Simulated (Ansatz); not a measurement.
Working through a check of PAW against all-electron LAPW of YRh, space group Pm-3m

Computed with the Python package of Ansatz (0.2.0).

Interactive session:
```pycon
>>> import ansatz as az
>>> import numpy as np
>>> from tabulate import tabulate
>>> params = {
...     "occupations": "Marzari-Vanderbilt",
...     "smearing_width": 0.15,
...     "xc": "pbesol",
...     "mesh": (10, 10, 10),
... }
>>> def count_gap(report):
...     # lowest empty less highest filled band, counting bands; zero where they overlap
...     return max(report.get("gap_by_band_count_ev") or 0.0, 0.0)
...
>>> lattice = az.Lattice.of(
...     [3.407, 0.0, 0.0],
...     [0.0, 3.407, 0.0],
...     [0.0, 0.0, 3.407],
... )
>>> sites = [
...     ("Y", [0.5, 0.5, 0.5]),
...     ("Rh", [0.0, 0.0, 0.0]),
... ]
>>> cell = az.Crystal(lattice=lattice)
>>> for symbol, position in sites:
...     cell = cell.atom(symbol, position)
...
>>> model = (
...     cell.calculation()
...     .occupations(params["occupations"], width=params["smearing_width"])
...     .functional(params["xc"])
...     .kpoints(*params["mesh"], center="gamma")
...     .stress()
...     .forces()
...     .band_table()
... )
>>> variants = {
...     "PAW": model.pseudopotentials("paw"),
...     "LAPW": model.pseudopotentials("all_electron", lapw=True),
... }
>>> # totals differ by the cores that each treatment holds, so compare what does not depend on them
>>> rows = []
>>> for label, variant in variants.items():
...     r = variant.run(threads=1, backend="cpu").report
...     levels = np.array(r["eigenvalues_ev"][0]) - r["fermi_energy_ev"]
...     print(label, "levels at the first k-point near E_F:", np.round(levels[np.abs(levels) < 5], 3))
...     rows.append((label, r["n_electrons"], np.trace(r["stress_gpa"]) / 3, count_gap(r)))
...
DeckWarning: basis.ecutwfc = 420 eV, auto-derived from the records' recommended cutoffs: set by Y (normal level)
PAW levels at the first k-point near E_F: [-3.9   -3.9   -1.658 -1.658 -1.658  2.236  2.236]
LAPW levels at the first k-point near E_F: [-3.901 -3.901 -1.658 -1.658 -1.658  2.238  2.238]
>>> print(tabulate(rows, headers=["treatment", "electrons in bands", "P GPa", "gap by band count eV"], floatfmt=".4f", tablefmt="github"))
| treatment   |   electrons in bands |   P GPa |   gap by band count eV |
|-------------|----------------------|---------|------------------------|
| PAW         |              28.0000 | -2.5679 |                 0.0000 |
| LAPW        |              56.0000 | -2.5676 |                 0.0000 |
```

PAW gives -2.568 GPa and LAPW -2.568 GPa, 0.000 GPa apart. They took 2.0 and 26.9 s of processor time.

No spin polarisation was allowed. The computed bands are complete only to about 2.4 eV above the Fermi level. A gap by band count of zero or less means overlapping bands, a metal. The starting cell is as deposited in a crystallographic database; the results hold for this polymorph, which needn't be the stable one. Gaps and levels are Kohn-Sham values on a finite set of k-points, without spin-orbit coupling. Warnings are shown shortened and without file and line. Pressure is positive in compression; the treatments may keep other shells as core, so totals and counts of electrons can differ. Wall time of the script: 30 s on 1 thread of Arm Neoverse V1 (shared host), peak memory 0.57 GiB.
